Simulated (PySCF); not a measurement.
# H3PbS3 (Pb(SH)3+): the cost of one run

Computed with PySCF 2.14.0. Level: TPSS, Pb def2-SVP with ECP60, S def2-SVP, H def2-SVP; scalar-relativistic core potentials, no spin–orbit coupling.

4 further runs of the same task are left out: 1 for a known fault of the program, 1 that didn't finish, 2 set aside as unsound or not needed.

## (1) The starting structure

7 atoms, charge 1, spin multiplicity 1.

Bond lengths: Pb1–S2 2.482 Å, Pb1–S4 2.482 Å, Pb1–S6 2.482 Å, S2–H3 1.363 Å, S4–H5 1.363 Å, S6–H7 1.363 Å. Angles: S2–Pb1–S4 120.0°, S2–Pb1–S6 120.0°, S4–Pb1–S6 120.0°, Pb1–S2–H3 92.9°, Pb1–S4–H5 92.9°, Pb1–S6–H7 92.9°.

Geometry (Å):

```csv
atom,x (Å),y (Å),z (Å)
Pb1,0.0000,0.0000,0.4676
S2,2.4237,0.5336,0.4652
H3,2.7843,-0.7805,0.4706
S4,-1.6740,1.8321,0.4652
H5,-0.7162,2.8015,0.4706
S6,-0.7497,-2.3658,0.4652
H7,-2.0681,-2.0210,0.4706
```

Formal oxidation states: Pb +4. An earlier session relaxed this geometry at TPSS, Pb def2-SVP with ECP60, S def2-SVP, H def2-SVP (singlet, point group C3h).

Its energy there is -1388.667284 Eh.

## (2) Multiplicity 3 at the relaxed geometry

run.py (the lines that set the calculation) reads:

```python
mol = gto.M(atom='''
Pb     0.00000     0.00000     0.46762
S      2.42369     0.53365     0.46521
H      2.78431    -0.78050     0.47056
S     -1.67400     1.83215     0.46521
H     -0.71622     2.80154     0.47056
S     -0.74969    -2.36580     0.46521
H     -2.06809    -2.02103     0.47056''',
    basis={'Pb': 'def2-SVP', 'S': 'def2-SVP', 'H': 'def2-SVP'},
    ecp={'Pb': 'def2-SVP'},
    charge=1, spin=2)
mf = dft.UKS(mol, xc='TPSS')
mf.grids.atom_grid = (50, 194)
mf = mf.density_fit()  # fitting sets: Pb def2-universal-JKFIT, S def2-universal-JKFIT, H def2-universal-JKFIT
mf.conv_tol = 1e-08; mf.max_cycle = 55
mf.kernel(dm0)  # dm0: free metal ions and neutral atoms
```

The run is started by

```sh
OMP_NUM_THREADS=2 python run.py
```

**Question.** How long does this run take on 2 threads of Intel Xeon Platinum 8488C (Sapphire Rapids), shared host?

About 79 s.
